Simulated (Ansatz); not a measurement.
Born–Oppenheimer molecular dynamics of a periodic cell of 24 atoms, MgO (surface MgO(111)). It starts from a relaxed structure.

The calculation used Ansatz, DFT PBE-D3(BJ), scalar-relativistic, plane waves, PAW. Settings: PAW set soft_1, cutoff 420 eV, k mesh 2x2x1, fermi-dirac smearing 0.05 eV, no spin polarisation.

```json
{
 "ensemble": "NVE (velocity Verlet)",
 "time step": "1.5 fs",
 "steps asked": "190",
 "starting velocities drawn for": "1000 K",
 "atoms held": "1 to 8",
 "seed": "30215"
}
```

Frames 30 fs apart, positions in Å, forces in eV/Å.

Velocities at 0 fs (Å/ps):

```
Mg 0.00 0.00 0.00
O 0.00 0.00 0.00
Mg 0.00 0.00 0.00
O 0.00 0.00 0.00
Mg 0.00 0.00 0.00
O 0.00 0.00 0.00
Mg 0.00 0.00 0.00
O 0.00 0.00 0.00
Mg 5.71 -9.79 1.10
O 8.47 -2.63 8.05
Mg 7.45 -6.24 6.39
O 6.60 -5.15 10.10
Mg -6.50 -0.16 -2.88
O 6.75 7.58 7.60
Mg 5.50 -1.15 5.01
O 0.94 -0.67 11.68
Mg 3.26 0.76 5.91
O 12.54 0.50 -1.23
Mg 7.19 7.52 -6.37
O -12.54 3.09 -12.11
Mg 8.91 3.72 -2.56
O -7.60 -10.89 -6.04
Mg -2.11 -4.46 9.01
O -3.27 -3.19 -1.27
```

```xyz
24
Lattice="6.1412 0.0000 0.0000 3.0706 5.3185 0.0000 0.0000 0.0000 17.2679" Properties=species:S:1:pos:R:3:forces:R:3 time_fs=0 energy_less_start_eV=0.000 T=1000
Mg 0.000 0.000 1.000 0.00 0.00 1.75
O 4.606 4.432 2.254 0.00 0.00 -1.74
Mg 1.535 2.659 1.000 0.00 0.00 1.75
O 3.071 1.773 2.254 0.00 0.00 -1.74
Mg 3.071 0.000 1.000 0.00 0.00 1.75
O 7.676 4.432 2.254 0.00 0.00 -1.74
Mg 4.606 2.659 1.000 0.00 0.00 1.75
O 6.141 1.773 2.254 0.00 0.00 -1.74
Mg 6.141 3.546 3.624 0.00 0.00 0.01
O 1.535 2.659 4.612 0.00 0.00 -0.01
Mg 4.606 0.886 3.624 0.00 0.00 0.01
O 9.212 5.319 4.612 0.00 0.00 -0.01
Mg 3.071 3.546 3.624 0.00 0.00 0.01
O 4.606 2.659 4.612 0.00 0.00 -0.01
Mg 1.535 0.886 3.624 0.00 0.00 0.01
O 3.071 0.000 4.612 0.00 0.00 -0.01
Mg 3.071 1.773 6.115 0.00 0.00 -0.01
O 4.606 0.886 6.891 0.00 0.00 0.01
Mg 4.606 4.432 6.115 0.00 0.00 -0.01
O 6.141 3.546 6.891 0.00 0.00 0.01
Mg 6.141 1.773 6.115 0.00 0.00 -0.01
O 1.535 0.886 6.891 0.00 0.00 0.01
Mg 7.676 4.432 6.115 0.00 0.00 -0.01
O 3.071 3.546 6.891 0.00 0.00 0.01
24
Lattice="6.1412 0.0000 0.0000 3.0706 5.3185 0.0000 0.0000 0.0000 17.2679" Properties=species:S:1:pos:R:3:forces:R:3 time_fs=30 energy_less_start_eV=1.007 T=514
Mg 0.000 0.000 1.000 0.03 0.10 1.87
O 4.606 4.432 2.254 0.08 0.00 -1.69
Mg 1.535 2.659 1.000 -0.01 -0.10 1.67
O 3.071 1.773 2.254 -0.11 0.03 -1.53
Mg 3.071 0.000 1.000 0.04 0.02 1.94
O 7.676 4.432 2.254 0.11 -0.25 -1.07
Mg 4.606 2.659 1.000 0.03 -0.08 2.00
O 6.141 1.773 2.254 0.17 -0.04 -1.46
Mg 6.279 3.366 3.657 -0.26 1.07 -0.31
O 1.674 2.577 4.735 -0.47 0.09 -0.73
Mg 4.766 0.770 3.824 -0.61 0.85 -0.69
O 9.350 5.240 4.675 0.05 0.33 -1.07
Mg 3.023 3.523 3.588 1.09 -0.33 0.23
O 4.729 2.698 4.662 -0.42 -0.68 -0.78
Mg 1.707 0.820 3.728 0.00 0.07 -0.91
O 3.210 -0.016 4.763 -0.19 -0.36 -0.65
Mg 3.182 1.707 6.302 0.10 0.12 0.04
O 4.853 0.895 6.860 -0.45 0.01 0.11
Mg 4.584 4.484 5.861 -0.10 -0.80 1.70
O 6.012 3.531 6.761 -0.16 0.73 0.90
Mg 6.315 1.856 6.043 -0.60 -1.02 0.19
O 1.524 0.855 6.925 0.74 -0.29 0.24
Mg 7.636 4.383 6.373 0.60 0.43 -0.05
O 3.107 3.524 6.927 0.33 0.10 0.03
24
Lattice="6.1412 0.0000 0.0000 3.0706 5.3185 0.0000 0.0000 0.0000 17.2679" Properties=species:S:1:pos:R:3:forces:R:3 time_fs=60 energy_less_start_eV=1.230 T=407
Mg 0.000 0.000 1.000 -0.03 0.05 2.25
O 4.606 4.432 2.254 0.46 -0.13 -2.65
Mg 1.535 2.659 1.000 0.00 -0.04 2.00
O 3.071 1.773 2.254 0.18 -0.14 -2.21
Mg 3.071 0.000 1.000 0.16 -0.01 1.86
O 7.676 4.432 2.254 0.08 -0.09 -2.22
Mg 4.606 2.659 1.000 0.08 -0.12 2.05
O 6.141 1.773 2.254 0.17 0.11 -2.67
Mg 6.327 3.495 3.614 -0.23 -0.72 -0.09
O 1.619 2.529 4.585 0.39 0.07 0.46
Mg 4.769 0.826 3.774 0.41 -1.01 -0.56
O 9.526 5.260 4.408 -0.70 -0.26 1.34
Mg 3.247 3.413 3.607 -1.30 0.58 -0.17
O 4.704 2.582 4.485 0.74 0.48 1.37
Mg 1.855 0.784 3.586 -0.73 0.39 0.33
O 3.258 -0.190 4.632 -0.02 0.94 0.45
Mg 3.313 1.698 6.468 -0.54 0.22 -0.29
O 4.934 0.905 6.886 -0.11 -0.25 0.15
Mg 4.499 4.304 5.934 1.57 1.11 -0.10
O 6.014 3.601 7.013 0.35 -0.40 -0.49
Mg 6.351 1.754 6.050 0.92 0.65 -0.15
O 1.719 0.865 7.125 -0.56 -0.55 -0.83
Mg 7.734 4.405 6.617 -0.45 -0.54 0.05
O 3.218 3.515 7.021 -0.86 -0.34 0.12
24
Lattice="6.1412 0.0000 0.0000 3.0706 5.3185 0.0000 0.0000 0.0000 17.2679" Properties=species:S:1:pos:R:3:forces:R:3 time_fs=90 energy_less_start_eV=1.041 T=498
Mg 0.000 0.000 1.000 0.06 -0.07 1.60
O 4.606 4.432 2.254 0.24 -0.13 -1.94
Mg 1.535 2.659 1.000 0.07 0.01 1.59
O 3.071 1.773 2.254 0.36 -0.02 -2.03
Mg 3.071 0.000 1.000 0.10 -0.01 1.56
O 7.676 4.432 2.254 0.15 -0.06 -1.80
Mg 4.606 2.659 1.000 -0.01 -0.05 1.70
O 6.141 1.773 2.254 0.15 -0.12 -1.91
Mg 6.300 3.475 3.581 -0.01 0.16 0.96
O 1.691 2.539 4.591 -0.31 0.17 0.15
Mg 4.849 0.720 3.597 -0.38 0.57 1.57
O 9.490 5.208 4.620 -0.13 0.25 -0.50
Mg 3.208 3.421 3.660 0.33 0.07 0.85
O 4.863 2.615 4.726 -0.49 -0.21 -0.83
Mg 1.759 0.839 3.549 -0.29 -0.30 0.90
O 3.230 -0.042 4.657 0.16 -0.19 -0.22
Mg 3.332 1.686 6.495 0.01 -0.22 -0.70
O 5.002 0.873 6.955 0.16 0.35 -0.11
Mg 4.755 4.357 6.078 -0.77 -1.36 -0.66
O 6.146 3.461 7.124 -0.39 -0.81 -0.12
Mg 6.535 1.774 6.039 -1.13 -0.22 0.05
O 1.717 0.651 6.982 0.59 1.53 0.36
Mg 7.719 4.351 6.849 0.79 0.64 -0.17
O 3.180 3.456 7.134 0.75 0.03 -0.31
24
Lattice="6.1412 0.0000 0.0000 3.0706 5.3185 0.0000 0.0000 0.0000 17.2679" Properties=species:S:1:pos:R:3:forces:R:3 time_fs=120 energy_less_start_eV=0.905 T=564
Mg 0.000 0.000 1.000 0.01 -0.07 2.38
O 4.606 4.432 2.254 0.10 0.01 -1.76
Mg 1.535 2.659 1.000 0.09 0.00 2.42
O 3.071 1.773 2.254 -0.01 0.01 -2.08
Mg 3.071 0.000 1.000 0.04 0.03 2.48
O 7.676 4.432 2.254 -0.02 0.04 -1.73
Mg 4.606 2.659 1.000 -0.05 -0.01 2.48
O 6.141 1.773 2.254 0.18 -0.15 -1.68
Mg 6.285 3.462 3.744 0.32 0.96 -0.97
O 1.630 2.601 4.691 0.05 -0.30 -0.18
Mg 4.815 0.775 3.806 -0.53 0.01 -0.93
O 9.395 5.241 4.721 0.22 0.00 -0.10
Mg 3.205 3.462 3.900 -0.27 -0.24 -1.06
O 4.823 2.567 4.687 -0.42 0.47 0.26
Mg 1.594 0.824 3.752 1.18 0.19 -1.19
O 3.211 0.081 4.679 -0.54 -1.07 0.23
Mg 3.419 1.639 6.272 0.05 0.72 -0.13
O 5.052 0.936 7.009 -0.77 -0.65 0.38
Mg 4.826 4.195 6.113 0.59 0.97 0.63
O 6.285 3.197 7.202 0.07 1.39 -0.27
Mg 6.465 1.697 6.008 0.30 -0.35 0.44
O 1.850 0.778 6.873 -0.14 -0.84 -0.04
Mg 7.829 4.383 7.065 0.55 -0.72 0.46
O 3.408 3.451 7.112 -0.98 -0.40 -0.05
24
Lattice="6.1412 0.0000 0.0000 3.0706 5.3185 0.0000 0.0000 0.0000 17.2679" Properties=species:S:1:pos:R:3:forces:R:3 time_fs=150 energy_less_start_eV=0.921 T=556
Mg 0.000 0.000 1.000 -0.01 -0.03 2.30
O 4.606 4.432 2.254 0.23 0.12 -1.90
Mg 1.535 2.659 1.000 0.05 -0.01 2.16
O 3.071 1.773 2.254 0.03 -0.19 -1.59
Mg 3.071 0.000 1.000 0.05 0.01 1.99
O 7.676 4.432 2.254 -0.07 0.09 -1.39
Mg 4.606 2.659 1.000 -0.02 0.00 2.36
O 6.141 1.773 2.254 0.15 -0.01 -2.12
Mg 6.322 3.631 3.683 -0.72 -1.83 0.05
O 1.576 2.534 4.685 0.36 0.14 -0.52
Mg 4.646 0.829 3.795 0.88 -0.03 -0.60
O 9.353 5.314 4.679 -0.34 0.19 -0.38
Mg 3.102 3.512 3.836 0.31 0.40 -0.19
O 4.695 2.631 4.699 0.23 -0.33 -0.42
Mg 1.696 0.841 3.648 -0.97 -0.19 -0.04
O 3.065 -0.124 4.752 0.73 1.48 -0.70
Mg 3.477 1.741 6.047 -0.98 -1.43 0.68
O 4.851 0.821 7.159 0.49 0.27 -0.37
Mg 4.985 4.219 6.288 -0.75 -0.41 -0.89
O 6.415 3.394 7.151 0.55 -1.36 0.18
Mg 6.435 1.527 6.135 0.02 0.90 0.10
O 1.939 0.699 6.795 -0.20 0.95 0.44
Mg 8.064 4.269 7.418 -0.86 0.39 0.22
O 3.409 3.296 7.037 0.84 0.86 0.64
24
Lattice="6.1412 0.0000 0.0000 3.0706 5.3185 0.0000 0.0000 0.0000 17.2679" Properties=species:S:1:pos:R:3:forces:R:3 time_fs=180 energy_less_start_eV=1.016 T=510
Mg 0.000 0.000 1.000 -0.01 -0.06 1.70
O 4.606 4.432 2.254 -0.03 -0.11 -2.09
Mg 1.535 2.659 1.000 0.05 0.08 1.87
O 3.071 1.773 2.254 0.12 0.00 -2.54
Mg 3.071 0.000 1.000 0.07 -0.11 1.83
O 7.676 4.432 2.254 0.03 -0.03 -2.15
Mg 4.606 2.659 1.000 -0.05 0.08 1.85
O 6.141 1.773 2.254 0.04 -0.05 -2.38
Mg 6.172 3.408 3.637 0.61 0.86 0.41
O 1.675 2.527 4.480 -0.39 0.20 0.53
Mg 4.667 0.871 3.562 -0.31 0.38 0.40
O 9.244 5.434 4.518 0.70 -0.24 0.46
Mg 3.025 3.670 3.661 0.65 -0.62 0.68
O 4.713 2.611 4.648 -0.49 0.47 0.39
Mg 1.587 0.822 3.497 0.20 0.09 0.76
O 3.158 0.071 4.526 -0.74 -1.05 0.36
Mg 3.335 1.594 6.012 0.56 0.81 0.08
O 4.819 0.750 7.181 0.10 -0.09 -0.11
Mg 5.081 4.234 6.271 0.29 -0.05 -0.24
O 6.649 3.213 7.104 -0.58 1.58 0.43
Mg 6.411 1.574 6.275 -0.72 -1.08 -1.40
O 1.855 0.775 6.938 0.25 -0.88 0.05
Mg 8.107 4.230 7.798 0.08 0.10 -0.94
O 3.600 3.379 7.212 -0.44 -0.28 0.05
24
Lattice="6.1412 0.0000 0.0000 3.0706 5.3185 0.0000 0.0000 0.0000 17.2679" Properties=species:S:1:pos:R:3:forces:R:3 time_fs=210 energy_less_start_eV=1.245 T=399
Mg 0.000 0.000 1.000 0.01 -0.13 1.76
O 4.606 4.432 2.254 -0.19 -0.17 -2.19
Mg 1.535 2.659 1.000 0.06 0.12 1.94
O 3.071 1.773 2.254 0.21 0.08 -2.28
Mg 3.071 0.000 1.000 0.00 -0.17 1.94
O 7.676 4.432 2.254 0.19 0.09 -2.31
Mg 4.606 2.659 1.000 -0.03 0.19 1.71
O 6.141 1.773 2.254 -0.16 0.11 -1.95
Mg 6.197 3.415 3.698 0.19 0.75 -0.37
O 1.625 2.593 4.513 0.14 -0.51 0.71
Mg 4.618 0.961 3.493 -0.23 -0.95 1.11
O 9.274 5.457 4.576 -0.47 -0.07 -0.40
Mg 3.129 3.661 3.701 -0.70 0.03 0.46
O 4.545 2.701 4.738 1.14 -0.56 -0.30
Mg 1.556 0.850 3.540 0.45 0.13 0.14
O 3.052 -0.073 4.443 0.26 0.56 1.04
Mg 3.333 1.651 6.024 -0.50 -0.01 0.81
O 4.821 0.681 7.139 -0.52 0.38 -0.20
Mg 5.185 4.210 6.162 -0.84 0.32 0.13
O 6.614 3.334 7.122 0.28 -0.75 -0.13
Mg 6.293 1.457 6.082 0.87 0.31 0.62
O 1.727 0.581 7.123 0.18 0.60 -0.72
Mg 8.161 4.247 7.898 -0.21 -0.06 -1.06
O 3.680 3.404 7.393 -0.12 -0.29 -0.45
24
Lattice="6.1412 0.0000 0.0000 3.0706 5.3185 0.0000 0.0000 0.0000 17.2679" Properties=species:S:1:pos:R:3:forces:R:3 time_fs=240 energy_less_start_eV=0.950 T=542
Mg 0.000 0.000 1.000 -0.02 -0.05 2.34
O 4.606 4.432 2.254 0.29 0.10 -1.91
Mg 1.535 2.659 1.000 0.09 0.03 2.02
O 3.071 1.773 2.254 -0.08 -0.17 -1.50
Mg 3.071 0.000 1.000 0.01 -0.01 1.92
O 7.676 4.432 2.254 -0.24 -0.10 -1.48
Mg 4.606 2.659 1.000 -0.04 0.03 2.35
O 6.141 1.773 2.254 0.30 0.25 -2.11
Mg 6.350 3.624 3.652 -1.00 -1.16 0.56
O 1.605 2.504 4.820 0.32 0.68 -1.02
Mg 4.518 0.832 3.755 0.54 0.92 -0.29
O 9.155 5.381 4.524 1.30 0.25 0.58
Mg 3.095 3.602 3.900 0.41 -0.78 -0.38
O 4.678 2.597 4.758 -0.03 0.75 -0.40
Mg 1.654 0.910 3.626 -1.13 -0.54 -0.21
O 3.017 -0.002 4.747 0.09 -0.32 -1.06
Mg 3.196 1.736 6.255 -0.01 -0.15 -0.30
O 4.651 0.723 7.039 1.06 -0.22 0.17
Mg 5.071 4.210 6.132 0.09 -0.62 0.90
O 6.609 3.214 7.070 -0.12 0.24 -0.02
Mg 6.370 1.453 6.042 -1.07 0.54 0.24
O 1.715 0.634 6.995 -0.16 -0.17 0.17
Mg 8.165 4.267 7.648 -0.29 -0.07 -0.41
O 3.669 3.306 7.359 -0.31 0.55 -0.15
```

Of the whole run (285 fs, mean temperature of the second half 506 K): The conserved energy stayed within 0.19 meV per atom of its start (net change 0.087 meV per atom), so the integration is sound. Over the second half the temperature averaged 0.51 of the 1000 K drawn at the start: a run that starts near a minimum puts about half its kinetic energy into the potential. A run of 0.28 ps of so small a system gives no equilibrium averages. Limits of this set-up: coarse k mesh, thin slab, slab without dipole correction.

Run time: 11 min on 2 threads of Intel(R) Xeon(R) 6975P-C (Granite Rapids), with other jobs on the host, peak memory 1.2 GiB.
